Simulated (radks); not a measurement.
**Fe⁺ inside a hard spherical wall**

An exercise on one series of results from a longer session: the logs are not shown, and one member is left open.

Program: radks (a radial shooting solver on a logarithmic mesh, Libxc functionals) version 1. Level of theory: scalar-relativistic Kohn-Sham, LDA (Slater exchange, VWN5 correlation), spin-polarised, spherical densities, point nucleus; open shells are filled with parallel spins first. These are calculated values, not measurements, unless marked.

**Starting point**

- element: iron (Z = 26)
- charge: +1
- electrons: 25
- configuration: [Ar] 3d6 4s1

The outer shells:

Fe⁺
```
[Ar] core
3d [↑↓][↑ ][↑ ][↑ ][↑ ]
4s [↑ ]
```

The first run:

The run's settings:

```text
Z 26
configuration [Ar] 3d6 4s1 4p0 5s0 4d0
relativity scalar-relativistic
functional lda,vwn5
spin polarised
nucleus point
c 137.035999084
```

Among the steps run: The free atom; Wall at 20 bohr; Wall at 10 bohr; Wall at 7 bohr; Wall at 5 bohr; Wall at 4 bohr; Wall at 3.5 bohr; Wall at 2.5 bohr; Wall at 2 bohr.

One table of the session follows, with a row left open; its other results are not shown here.

| R (bohr) | E − E(free) (eV) | ε(4s) (eV) | ε(4p, empty) (eV) | ε(5s, empty) (eV) | ε(4d, empty) (eV) |
| --- | --- | --- | --- | --- | --- |
| free | 0.000 | -13.301 | -8.019 | -3.363 | -2.515 |
| 20 | 0.000 | -13.301 | -8.019 | -3.363 | -2.514 |
| 10 | 0.000 | -13.300 | -8.013 | -2.828 | -2.190 |
| 7 | ? | ? | ? | ? | ? |
| 5 | 0.759 | -12.241 | -5.921 | 11.636 | 4.396 |
| 4 | 3.537 | -9.319 | -1.574 | 30.127 | 12.428 |
| 3.5 | 7.836 | -5.437 | 3.618 | 48.958 | 20.460 |
| 2.5 | 45.568 | 21.719 | 35.896 | 145.65 | 60.514 |
| 2 | 132.47 | 71.022 | 89.204 | 282.45 | 115.89 |

Estimate the missing values for R (bohr) = 7.

Worked estimate for «E − E(free) (eV)». A straight line through the neighbours (10, 0.000) and (5, 0.759) gives 0.000 + (0.759 − 0.000) × (7 − 10) / (5 − 10) = 0.455; a parabola fitted to 4 rows on both sides gives 0.860.

The run gave: E − E(free) (eV): 0.033; ε(4s) (eV): -13.233; ε(4p, empty) (eV): -7.800; ε(5s, empty) (eV): 0.281; ε(4d, empty) (eV): -0.686. In «E − E(free) (eV)» the line misses by +0.422 and the parabola by +0.827. Between these rows the values bend or scatter more than so simple an estimate can follow.

Shells are not refilled when levels cross, and a hard wall is a model, not a crystal.
